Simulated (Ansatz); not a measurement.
# TePb, space group Fm-3m: the levels without and with spin-orbit coupling

With the Ansatz DFT code, driven from Python.

Typed at the interpreter:
```pycon
>>> import warnings
>>> import ansatz
>>> KGRID = (6, 6, 6)
>>> warnings.simplefilter("ignore", ansatz.DeckWarning)
>>> lattice = ansatz.Lattice.of(
...     [0.0, 3.231, 3.231],
...     [3.231, 0.0, 3.231],
...     [3.231, 3.231, 0.0],
... )
>>> sites = [
...     ("Te", [0.5, 0.5, 0.5]),
...     ("Pb", [0.0, 0.0, 0.0]),
... ]
>>> xtal = ansatz.Crystal(lattice=lattice)
>>> for symbol, position in sites:
...     xtal = xtal.atom(symbol, position)
...
>>> job = (
...     xtal.calculation()
...     .functional(ansatz.Functional.LDA)
...     .basis(21 * ansatz.Ha)
...     .kpoints(*KGRID)
...     .occupations(ansatz.OccupationsMethod.FERMI_DIRAC)
...     .band_table()
... )
>>> for label, variant in (("scalar-relativistic", job), ("spin-orbit", job.spin(soc=True))):
...     data = variant.run(threads=1).report
...     zero = data["band_edges_ev"][0] if data.get("band_edges_ev") else data["fermi_energy_ev"]
...     near = [round(e - zero, 3) for e in data["eigenvalues_ev"][0] if abs(e - zero) < 2]
...     print(label)
...     print("  band edges (eV):", [round(e, 3) for e in data.get("band_edges_ev") or []] or "none reported")
...     print("  levels at k =", data["kpoints_frac"][0], "within 2 eV of the zero:", near)
...
scalar-relativistic
  band edges (eV): none reported
  levels at k = [0.0, 0.0, 0.0] within 2 eV of the zero: [-1.669, -1.669, -1.669]
spin-orbit
  band edges (eV): none reported
  levels at k = [0.0, 0.0, 0.0] within 2 eV of the zero: [-1.109, -1.109, -1.109, -1.109]
```

The computed bands are complete only to about 4.3 eV above the Fermi level. The starting cell is as deposited in a crystallographic database; the results hold for this polymorph, which needn't be the stable one. Levels are Kohn-Sham eigenvalues on this mesh. With spin-orbit coupling each level holds one electron and, with inversion or at time-reversal points, comes in pairs; a window in energy can cut a split set. It ran for 14 s on 1 thread of Arm Neoverse V1, with other jobs on the host, peak memory 0.61 GiB.
